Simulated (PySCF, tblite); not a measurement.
# C5H5FP2: geometry, infrared bands and NMR shifts

Aim: predict the infrared bands and NMR shifts of C5H5FP2 (`Cc1pcpcc1F`).

Computed with tblite 0.8.0 and PySCF 2.14.0, with density-fitted response routines of our own, on a single molecule in the gas phase. Atoms count from 0, in the outputs and in this text.

## (1) Starting geometry

13 atoms, charge 0, multiplicity 1; geometry from: force field or distance geometry start.

Bonds of the start (Å): C0–C1 1.49, C1–P2 1.87, P2–C3 1.82, C3–P4 1.81, P4–C5 1.84, C5–C6 1.40, C6–F7 1.35, C6–C1 1.42, C0–H8 1.10, C0–H9 1.10, C0–H10 1.10, C3–H11 1.10, C5–H12 1.09.

## (2) Geometry optimisation with GFN2-xTB

What the job is given:

```
{"job": {"kind": "relax", "xc": "GFN2-xTB", "basis": "xTB"}, "charge": 0, "multiplicity": 1}
C     -2.008600    -0.567300    -0.169000
C     -0.536500    -0.332800    -0.144300
P      0.584200    -1.821500    -0.277700
C      2.055100    -1.093900     0.505900
P      2.786900     0.423200    -0.166700
C      1.275500     1.463000    -0.116200
C     -0.040800     0.994100    -0.126600
F     -0.973800     1.964200    -0.092700
H     -2.498400    -0.006000     0.637800
H     -2.280700    -1.620600    -0.028400
H     -2.427700    -0.234300    -1.130300
H      2.630800    -1.708800     1.206400
H      1.429500     2.541200    -0.115800
```

Started as:

```console
> OMP_NUM_THREADS=1 python probes_run.py task.json out
```

The driver reads the jobs from task.json and runs them one after another.

**Question.** This job is followed by: GFN2-xTB harmonic vibrations, gas phase; GIAO PBE0/pcSseg-1 NMR shielding, non-relativistic, gas phase. What will the session give for the following? strongest single infrared mode (GFN2-xTB); zero-point energy (GFN2-xTB); 13C shifts against TMS (PBE0/pcSseg-1); 1H shifts against TMS (PBE0/pcSseg-1, means over atoms taken as alike); 31P shifts against H3PO4 (PBE0/pcSseg-1); 19F shifts against CFCl3 (PBE0/pcSseg-1); surface potential, 1st and 99th percentile.

The runs gave:

```
                                                              quantity                                 value
                             strongest single infrared mode (GFN2-xTB)                 1066 cm⁻¹, 122 km/mol
                                          zero-point energy (GFN2-xTB)                         53.4 kcal/mol
                                13C shifts against TMS (PBE0/pcSseg-1)  189.6, 171.9, 164.5, 148.7, 23.4 ppm
1H shifts against TMS (PBE0/pcSseg-1, means over atoms taken as alike)                 10.40, 8.97, 2.99 ppm
                              31P shifts against H3PO4 (PBE0/pcSseg-1)                      291.5, 279.0 ppm
                              19F shifts against CFCl3 (PBE0/pcSseg-1)                             -78.3 ppm
                                 surface potential, 1st and 99th percentile                    -0.55 V and 1.04 V
```

Relaxing lowered the energy by 1.528 eV in 45 steps; the close pair that moved most is C1–P2, from 1.868 to 1.745 Å. No mode is imaginary among the 33: a minimum at this level. The strongest single mode, at 1066 cm⁻¹, is spread over several atoms, C6, F7, H9 among them. GFN2-xTB is a fitted tight-binding method: band positions and strengths are rough. Its intensities can rank the bands wrongly. At PBE0/pcSseg-1: The largest span, 713 ppm, is at P4, where the paramagnetic term is -927 ppm. NICS(1)zz of -24 ppm above the planar ring from C1 marks a diatropic (aromatic) ring current. By nearest atom (PBE0/pcSseg-1), the HOMO sits on C1 26 %; P4 25 % and the LUMO on P2, P4 about 24 % each; C1, C5 about 19 % each.
